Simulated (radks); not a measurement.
**Sb⁴⁰⁺ in [He] 2s2 2p5 3s2: an all-electron calculation**

The task here is to estimate one member of a computed series from the others.

Method: non-relativistic Kohn-Sham, MS2 meta-GGA, spin-polarised, spherical densities, point nucleus; open shells are filled with parallel spins first. Code: radks (a radial shooting solver on a logarithmic mesh, Libxc functionals) version 1.

### What is computed

```
element       : antimony (Z = 51)
charge        : +40
electrons     : 11
configuration : [He] 2s2 2p5 3s2
```

Outer shells as boxes (Hund's rule):

Sb⁴⁰⁺
```
[He] core
2s [↑↓]
2p [↑↓][↑↓][↑ ]
3s [↑↓]
```

Set-up of the first run:

The run's settings:

```text
Z 51
configuration [He] 2s2 2p5 3s2 3p0 4s0
relativity non-relativistic
functional ms2,regtpss
spin polarised
nucleus point
```

On the command line:

```bash
$ python run_ks.py task.json out
```

All runs below come from this command, one after another.

Among the steps run: Self-consistent calculation.

One of the session's tables, all rows but one given; the rest of the session is left out.

It belongs to the step «Radial structure». From the orbitals of this run (lengths in bohr):

| level | <r> | outermost maximum (interpolated) | 90 % within | nodes |
| --- | --- | --- | --- | --- |
| 1s up | 0.02978 | 0.0197 | 0.0529 | 0 |
| 1s down | 0.02977 | 0.0197 | 0.0529 | 0 |
| 2s up | 0.1252 | 0.108 | 0.191 | 1 |
| 2s down | 0.1254 | 0.108 | 0.192 | 1 |
| 2p up | 0.1065 | 0.0842 | 0.172 | 0 |
| 2p down | 0.1067 | 0.0842 | 0.172 | 0 |
| 3s up | 0.2972 | 0.284 | 0.429 | 2 |
| 3s down | ? | ? | ? | ? |
| 3p up | 0.2821 | 0.267 | 0.415 | 1 |
| 3p down | 0.2825 | 0.267 | 0.416 | 1 |
| 4s up | 0.5452 | 0.553 | 0.764 | 3 |
| 4s down | 0.5455 | 0.553 | 0.764 | 3 |

Estimate the missing values for 3s down.

As computed: <r>: 0.2974; outermost maximum (interpolated): 0.284; 90 % within: 0.429; nodes: 2. In the column «<r>» it lies between 3s up (0.2972) and 4s up (0.5452).
